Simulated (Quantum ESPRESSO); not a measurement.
A Quantum ESPRESSO 7.5 run (PBE) on a crystal of composition AlCl lists these optical modes at the zone centre:

```
symmetry  cm⁻¹  components     active in
      B1  167i           1        silent
      E2  128i           2         Raman
      A1   182           1  IR and Raman
      E1   184           2  IR and Raman
      E2   186           2         Raman
      B1   302           1        silent
```

Problem. How many atoms does the primitive cell hold, does the crystal have a centre of inversion, and what is its point group?

Solution. 9 optical and 3 acoustic modes make 4 atoms. No label carries g or u, so there is no centre of inversion. The point group is 6mm (space group P6_3mc, No. 186).

The cell:

```cif
data_structure
_symmetry_space_group_name_H-M 'P 1'
_symmetry_Int_Tables_number 1
_cell_length_a 4.0383
_cell_length_b 4.0383
_cell_length_c 6.5914
_cell_angle_alpha 90.000
_cell_angle_beta 90.000
_cell_angle_gamma 120.000
_cell_volume 93.09
loop_
_atom_site_label
_atom_site_type_symbol
_atom_site_fract_x
_atom_site_fract_y
_atom_site_fract_z
_atom_site_occupancy
Al1 Al 0.33333 0.66667 0.00972 1
Al2 Al 0.66667 0.33333 0.50972 1
Cl1 Cl 0.33333 0.66667 0.37528 1
Cl2 Cl 0.66667 0.33333 0.87528 1
```

Caveat: the k mesh is coarse (spacing up to 0.48 Å⁻¹), so the values aren't converged; some modes are imaginary; the cell is more than 3 GPa from zero pressure, which shifts response properties.
